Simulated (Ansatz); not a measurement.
# CH3GaS + H2: a complex and its separated parts

The complex below is one end of an elementary step. How strongly is it bound against its free parts?

Method: PBE0-D4/def2-TZVP structures, single points in def2-TZVPP, no counterpoise correction; program: Ansatz 0.2.0, Gaussian basis.

Levels: SPW92, PBE-D4, BLYP-D4, r2SCAN-D4, B97M-V, PBE0-D4, B3LYP-D4, r2SCAN0-D4, BHLYP-D4, CAM-B3LYP-D4, wB97X-V, wB97M-V, B2PLYP, PBE-QIDH, RPA on PBE, Hartree-Fock, MP2, CCSD, CCSD(T).

Correlated methods freeze the cores. Filled d shells of the heavier atoms are correlated. B3LYP uses VWN-RPA correlation. B2PLYP carries no dispersion term here.

**1. Where the work starts**

The complex: 8 atoms, charge 0, spin multiplicity 1.

Atoms are counted from 1 here; the program's logs count them from 0.

Bond lengths: Ga1–S3 2.011 Å, Ga1–C5 1.931 Å, H2–H4 0.748 Å, C5–H6 1.091 Å, C5–H7 1.091 Å, C5–H8 1.091 Å. Angles: S3–Ga1–C5 180.0°, Ga1–C5–H6 110.1°, Ga1–C5–H7 109.6°, Ga1–C5–H8 109.6°, H6–C5–H7 109.2°, H6–C5–H8 109.2°, H7–C5–H8 109.1°.

Coordinates:

| atom | x (Å) | y (Å) | z (Å) |
| --- | --- | --- | --- |
| Ga1 | 0.6465 | -0.4301 | 0.9365 |
| H2 | -0.4695 | -1.2937 | -2.0985 |
| S3 | 1.6323 | -2.0999 | 1.4688 |
| H4 | -0.0644 | -1.7899 | -1.7118 |
| C5 | -0.3000 | 1.1740 | 0.4259 |
| H6 | -0.2329 | 1.9174 | 1.2211 |
| H7 | -1.3493 | 0.9384 | 0.2434 |
| H8 | 0.1375 | 1.5837 | -0.4854 |

Its parts: CH3GaS holds atoms 1, 3, 5, 6, 7, 8; H2 holds atoms 2, 4. Each part counts its atoms afresh in its own runs.

**2. Relaxing CH3GaS alone**

The input, relax-a/in.yaml:

```yaml
crystal:
  periodic: [false, false, false]
  atoms:
    - {symbol: Ga, position_ang: [0.646546, -0.430078, 0.936519]}
    - {symbol: S, position_ang: [1.632276, -2.099933, 1.468788]}
    - {symbol: C, position_ang: [-0.300035, 1.174045, 0.425940]}
    - {symbol: H, position_ang: [-0.232917, 1.917404, 1.221088]}
    - {symbol: H, position_ang: [-1.349306, 0.938373, 0.243433]}
    - {symbol: H, position_ang: [0.137486, 1.583744, -0.485402]}
basis:
  gaussian: {orbitals: def2-TZVP}
hamiltonian: {xc: pbe0, dispersion: d4}
relax: {f_tol: 0.005, max_steps: 200}
```

The command line of these runs was not kept.

Further steps of the session: Relaxing H2 alone; wB97M-V/def2-TZVPP; CCSD(T)/def2-TZVPP; Vibrations of CH3GaS; Vibrations of H2.

Before running it: what results should come out? Wanted: complex less parts, CCSD(T)/def2-TZVPP; with zero-point energy; largest T1 diagnostic.

The runs gave:

| quantity | value |
| --- | --- |
| complex less parts, CCSD(T)/def2-TZVPP | -0.67 kcal/mol |
| with zero-point energy | +0.34 kcal/mol |
| largest T1 diagnostic | 0.016 |

What this shows: At CCSD(T) the complex lies 0.67 kcal/mol below its parts. Among the functionals BLYP-D4 lands nearest to CCSD(T) (-0.02 kcal/mol) and SPW92 farthest (-1.13 kcal/mol). PBE-QIDH is as near within the digits shown. By rung, the mean size of the error is: LDA 1.13, GGA 0.26, meta-GGA 0.15, hybrid 0.27, range-separated hybrid 0.23, double hybrid 0.24 kcal/mol. PBE-D4 gives a relative energy 0.49 kcal/mol too low, an error of 74 % of the reference. No counterpoise was applied, and triple zeta lacks some correlation, so the CCSD(T) reference has a basis error of its own, and close matches with it are partly luck.
